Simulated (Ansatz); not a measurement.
The same path of a periodic cell of 63 atoms, Mg$_{32}$O$_{31}$ (host MgO, host structure Fm-3m, one O atom removed) was run twice with different band settings. Lost on the way: O9–Mg10, O9–Mg18, O9–Mg34, O9–Mg40. Made: Mg8–O9, O9–Mg14, O9–Mg30, O9–Mg38.

The calculation used Ansatz, DFT PBEsol, scalar-relativistic, plane waves, PAW. Settings: PAW set soft_1, cutoff 420 eV, k mesh 1x1x1, gaussian smearing 0.02 eV, no spin polarisation.

Relaxed end points:

```xyz
63
Lattice="8.7942 0.0000 0.0000 0.0000 8.7942 0.0000 0.0000 0.0000 8.7942" Properties=species:S:1:pos:R:3
Mg 4.404 -0.010 -0.003
O 6.601 2.190 2.200
Mg 6.600 2.190 -0.020
O -0.001 4.396 2.199
Mg 6.600 -0.030 2.198
O -0.001 2.190 4.403
Mg 0.003 -0.009 -0.001
Mg 2.203 2.192 -0.085
O 4.408 4.395 2.199
Mg 4.403 4.390 -0.001
O 6.601 6.588 2.199
Mg 6.601 6.587 -0.005
O -0.001 -0.014 2.199
Mg 2.203 -0.093 2.198
O 4.409 2.191 4.404
Mg 4.487 2.190 2.198
O 6.601 4.390 4.398
Mg 6.600 4.410 2.199
O 0.006 6.588 4.398
Mg 4.403 -0.011 4.400
O 6.601 2.191 6.596
Mg 6.600 2.189 4.418
O 0.005 4.388 6.595
Mg 6.600 -0.015 6.596
O -0.001 2.190 -0.005
Mg 0.003 4.390 0.001
O 2.204 6.588 2.198
Mg 2.203 6.588 -0.020
O 4.409 -0.014 2.198
Mg -0.081 2.189 2.201
O 2.205 4.395 4.402
Mg 2.203 4.474 2.201
O 4.403 6.587 4.398
Mg 4.422 6.587 2.199
O 6.601 -0.009 4.398
Mg 0.002 -0.010 4.401
O 2.204 2.189 6.597
Mg 2.204 2.189 4.483
O 4.403 4.389 6.596
Mg 4.403 4.391 4.399
O 6.601 6.587 6.596
Mg 6.599 6.588 4.404
O 0.005 -0.009 6.596
Mg 2.204 -0.028 6.598
O 4.409 2.192 -0.006
Mg 4.424 2.191 6.596
O 6.602 4.389 0.000
Mg 6.601 4.395 6.595
O 0.005 6.587 0.000
Mg -0.016 6.588 2.200
O 2.205 -0.014 4.404
Mg 0.002 4.391 4.399
O 2.205 6.587 6.596
Mg 2.203 6.589 4.419
O 4.404 -0.008 6.597
Mg -0.017 2.191 6.596
O 2.204 4.394 -0.006
Mg 2.203 4.409 6.597
O 4.403 6.586 0.000
Mg 4.408 6.586 6.597
O 6.601 -0.009 0.000
Mg -0.002 6.587 6.597
O 2.204 -0.013 -0.006
```

```xyz
63
Lattice="8.7942 0.0000 0.0000 0.0000 8.7942 0.0000 0.0000 0.0000 8.7942" Properties=species:S:1:pos:R:3
Mg 4.397 0.000 -0.021
O 6.600 2.194 2.199
Mg 6.595 2.199 0.000
O 0.000 4.397 2.199
Mg 6.616 0.000 2.199
O 0.000 2.199 4.397
Mg 0.000 0.000 -0.005
Mg 2.199 2.199 0.000
O 2.194 2.194 2.199
Mg 4.397 4.397 -0.088
O 6.600 6.600 2.199
Mg 6.595 6.595 0.000
O 0.000 0.000 2.199
Mg 2.178 0.000 2.199
O 4.397 2.194 4.402
Mg 4.397 2.110 2.199
O 6.600 4.397 4.402
Mg 6.684 4.397 2.199
O 0.000 6.595 4.397
Mg 4.397 0.000 4.418
O 6.595 2.199 6.596
Mg 6.595 2.199 4.397
O 0.000 4.397 6.596
Mg 6.601 0.000 6.596
O 0.000 2.199 0.000
Mg 0.000 4.397 -0.021
O 2.194 6.600 2.199
Mg 2.199 6.595 0.000
O 4.397 0.000 2.199
Mg 0.000 2.178 2.199
O 2.194 4.397 4.402
Mg 2.110 4.397 2.199
O 4.397 6.600 4.402
Mg 4.397 6.684 2.199
O 6.595 0.000 4.397
Mg 0.000 0.000 4.402
O 2.199 2.199 6.596
Mg 2.199 2.199 4.397
O 4.397 4.397 6.596
Mg 4.397 4.397 4.485
O 6.595 6.595 6.596
Mg 6.595 6.595 4.397
O 0.000 0.000 6.596
Mg 2.193 0.000 6.596
O 4.397 2.194 -0.005
Mg 4.397 2.178 6.596
O 6.600 4.397 -0.005
Mg 6.616 4.397 6.596
O 0.000 6.595 0.000
Mg 0.000 6.616 2.199
O 2.199 0.000 4.397
Mg 0.000 4.397 4.418
O 2.199 6.595 6.596
Mg 2.199 6.595 4.397
O 4.397 0.000 6.596
Mg 0.000 2.193 6.596
O 2.194 4.397 -0.005
Mg 2.178 4.397 6.596
O 4.397 6.600 -0.005
Mg 4.397 6.616 6.596
O 6.595 0.000 0.000
Mg 0.000 6.601 6.596
O 2.199 0.000 0.000
```

Common settings: climbing image yes; spring 5.0 eV/Å²; optimiser quadratic models (default); force threshold 0.05 eV/Å; end points relaxed.

| run | movable images | start path | iteration limit |
| --- | --- | --- | --- |
| 1 | 5 | IDPP | 80 |
| 2 | 3 | default | 50 |

**Question.** What does each run give, and how far can it be trusted?

**Answer.** Run 1: converged after 14 iterations, highest image 2.443 eV above the first end. Neighbouring images differ by up to 1.2 eV, so the band resolves the path poorly. By the program's own check the climbing image is a first-order saddle point (lowest curvatures found: -4.59 and 1.45 eV/Å²).
Run 2: converged after 6 iterations, highest image 2.470 eV above the first end. Neighbouring images differ by up to 1.4 eV, so the band resolves the path poorly. The order of the stationary point at the top wasn't checked. One k-point is too few for this cell, so energies aren't converged.
Limits of this set-up: coarse k mesh, PAW files made for another functional, no spin, though dangling bonds at a vacancy may carry it.
